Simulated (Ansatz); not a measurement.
**AlSn: a single-point run**

Aim: a sound single-point run of AlSn. The structure is shown as the input types it.

Computed with Ansatz 0.2.0 (DFT, PBEsol, PAW with Ansatz's default frozen-core files, scalar-relativistic, unless a step's input says otherwise).

### Step 1. The system as given

The structure is hexagonal, space group P-6m2 (No. 187). The conventional cell has a = 4.212 Å, b = 4.212 Å, c = 3.172 Å, α = 90.00°, β = 90.00°, γ = 120.00°. Al (site symmetry -6m2) has 6 Sn at 2.90 Å and 2 Al at 3.17 Å as nearest neighbours. Sn (site symmetry -6m2) is surrounded by 6 Al at 2.90 Å and 2 Sn at 3.17 Å.

Structure file:

```xyz
2
Lattice="4.2122 0.0000 0.0000 -2.1061 3.6479 0.0000 0.0000 0.0000 3.1720" Properties=species:S:1:pos:R:3 pbc="T T T"
Al    0.0000    0.0000    0.0000
Sn    0.0000    2.4319    1.5860
```

### Step 2. The run

File input.yaml:

```yaml
crystal:
  lattice:
    - [4.2122485707, 0.0, 0.0]
    - [-2.1061242853, 3.6479142693, 0.0]
    - [0.0, 0.0, 3.1719548515]
  atoms:
    - { symbol: Al, position: [0.0, 0.0, 0.0] }
    - { symbol: Sn, position: [0.3333333333, 0.6666666667, 0.5] }
kpoints:
  mp_grid: { grid: [11, 11, 12] }
scf:
  occupations: { method: fermi_dirac, width: 0.05 }
  max_iter: 80
hamiltonian:
  xc: pbesol
  pseudopotentials: { kind: paw }
output:
  forces: true
  stress: true
  eigenvalues: true
  populations: true
basis:
  ecutwfc: "80 eV"
```

Launch:

```
$ ansatz run input.yaml --threads 1 --pin off --max-ram 2048MiB --backend cpu --events-out ev --progress --plain --runs-dir out
```

Standard output (excerpt; [...] marks lines left out):

```text
Warning: basis.ecutwfc = 80 eV is below the records' recommended 420 eV, and the density's cutoff is lower with it unless basis.ecutrho_ratio is high enough to keep the records' density cutoff: compare with a run at a higher cutoff
[...]
Pseudopotentials: kind: paw
Pseudopotential: Al, paw, valence charge 3, recommended cutoff 420 eV (normal)
Pseudopotential: Sn, paw, valence charge 14, recommended cutoff 420 eV (normal)
Functional definition: PBEsol
[...]
Crystal: 2 atoms, lattice volume = 48.740 Å³
Basis set: ecut = 80 eV, 83 PW (Γ), exchange–correlation on 30×30×20 points (8 copies of the dense FFT grid, shifted against one another)
Bands: 13, of which v1, the nominal top of the filled ones, is band 9 counted from 1 (8 counted from 0)
Symmetry: 12 space group operations
Space group: P-6m2 (ITA 187), of the structure as read, at distance tolerance 3.7e-5 Å
k-points: 112 of 1452 (time reversal used)
[...]
SCF iter   1: F=—  HF=-6254.605371 eV  |F-HF|=—  |Δ(HF+E_count)|=         —  Δρ=8.74e-1  dr2=3.42e2  ethr=1.77e-3  ⟨swp⟩=5.4  Hψ=8074  notcnv=0
[...]
SCF iter  10: F=-6099.928054 eV  HF=-6099.928054 eV  |F-HF|=4.74e-8  |Δ(HF+E_count)|=   4.41e-6  Δρ=1.29e-5  dr2=9.29e-8  ethr=5.88e-10  ⟨swp⟩=4.7  Hψ=8270  notcnv=0
[...]
SCF converged after 10 iterations
Free energy (F): -6099.928054 eV
[...]
E sigma→0 (E₀):  -6099.922166 eV
Entropy (-TS):   -0.011775 eV (-5.888 meV/atom)
Fermi energy:    5.011350 eV
[...]
--- Forces (eV/Å), atoms counted from 1 ---
  atom   1  Al     0.00000000    -0.00000000    -0.00000000
  atom   2  Sn    -0.00000000     0.00000000     0.00000000
[...]
--- Stress (GPa, compression-positive) ---
     -111.714508       0.000000       0.000000
        0.000000    -111.714508      -0.000000
        0.000000      -0.000000     -38.884748
  P = ⅓ Tr σ = -87.4379 GPa (-874.379 kbar)
--- Band table (eV; the first three rows and the last of 112) ---
  k-point 0: bands = ["-9.6063", "-7.0540", "-2.5509", "-2.5509", "2.1100", "2.1100", "4.1568", "4.1568", "5.5076", "6.2039", "13.7232", "13.7232", "14.9610"]
[...]
--- Löwdin populations: 2 sites ---
  site symbol       q [e]
     0     Al      1.1740
     1     Sn     15.3295
  spilling = 0.029208 (of n_electrons = 17.000000)
```

It took 2.1 s on 1 thread of Arm Neoverse V2, shared host; peak memory 0.26 GiB.

### Step 3. Checking the result

This run ends as converged, with warnings (cutoff below recommended). It gives a pressure of -87 GPa, which is large.

The suspect setting: basis.ecutwfc is 80 eV. With so few plane waves the basis is incomplete by a wide margin. The potentials' recommended cutoff is 420 eV.

The test: delete basis.ecutwfc (the default then holds).

### Step 4. A check with that setting changed

Other changes include scf.max_iter.

input.yaml: that of step 2 with these lines changed.

```diff
@@ -12,3 +12,2 @@
   occupations: { method: fermi_dirac, width: 0.05 }
-  max_iter: 80
 hamiltonian:
@@ -21,3 +20 @@
   populations: true
-basis:
-  ecutwfc: "80 eV"
```

Launch:

```
$ ansatz run input.yaml --threads 1 --pin off --max-ram 2048MiB --backend cpu --events-out ev --progress --plain --runs-dir out
```

Excerpt of the output:

```text
[...]
Basis set: ecut = 420 eV, 953 PW (Γ), exchange–correlation on 60×60×48 points (8 copies of the dense FFT grid, shifted against one another)
[...]
k-points: 112 of 1452 (time reversal used)
[...]
SCF iter   1: F=—  HF=-6473.946228 eV  |F-HF|=—  |Δ(HF+E_count)|=         —  Δρ=2.31e-3  dr2=3.46e-3  ethr=1.77e-3  ⟨swp⟩=5.9  Hψ=9287  notcnv=0
preconditioner: auto → none  [metal: Δε(μ)=0.053 eV  Ē_g=18.416 eV  σ=0.050 eV  W_gap=0.25  n_scr=8 (ndim 8)  ℏωp=21.9 eV  f_vac=0.000  D(μ)=1.03/eV (n_scr^D=6)  sad-step TF]
SCF iter   2: F=—  HF=-6473.944682 eV  |F-HF|=—  |Δ(HF+E_count)|=   1.55e-3  Δρ=1.43e-3  dr2=1.32e-3  ethr=2.04e-5  ⟨swp⟩=1.4  Hψ=2412  notcnv=0
[...]
SCF iter   6: F=—  HF=-6473.944253 eV  |F-HF|=—  |Δ(HF+E_count)|=   7.09e-7  Δρ=2.21e-5  dr2=1.73e-7  ethr=8.56e-9  ⟨swp⟩=2.0  Hψ=1991  notcnv=0
SCF iter   7: F=-6473.944252 eV  HF=-6473.944252 eV  |F-HF|=5.00e-9  |Δ(HF+E_count)|=   1.03e-7  Δρ=3.65e-6  dr2=4.06e-9  ethr=5.88e-10  ⟨swp⟩=5.9  Hψ=5638  notcnv=0
[...]
SCF converged after 7 iterations
Free energy (F): -6473.944252 eV
[...]
E sigma→0 (E₀):  -6473.940153 eV
[...]
Fermi energy:    8.278887 eV
[...]
  P = ⅓ Tr σ = -0.0151 GPa (-0.151 kbar)
[...]
```

Run time: 8.7 s. Hardware: 1 thread of Arm Neoverse V2, shared host; peak memory 0.37 GiB.

| run | ending | energy change | pressure (GPa) | gap (eV) | force (eV/Å) | cycles | time |
| --- | --- | --- | --- | --- | --- | --- | --- |
| first try | converged | +187.01 eV/atom | -87.4 | 0.00 | 0.00 | 10 | 2.1 s |
| second try | converged | 0 | 0.0 | 0.00 | 0.00 | 7 | 8.7 s |

### Step 5. Outcome

| quantity | value |
| --- | --- |
| first try | converged, 10 SCF cycles |
| fault in the input | cutoff far too low |
| second try | converged, 7 SCF cycles |
| energy (zero set by the potentials) | -6473.9443 eV |
| pressure | -0.02 GPa |
| gap on the mesh | none (metal on this mesh) |
| largest force | 0.000 eV/Å |

In words: Both runs converge, but the first lies +187.01 eV/atom from the second; on mending, the pressure goes from -87.4 to 0.0 GPa. The second, on usual settings, is the one to trust of the two, though its own convergence isn't tested here.
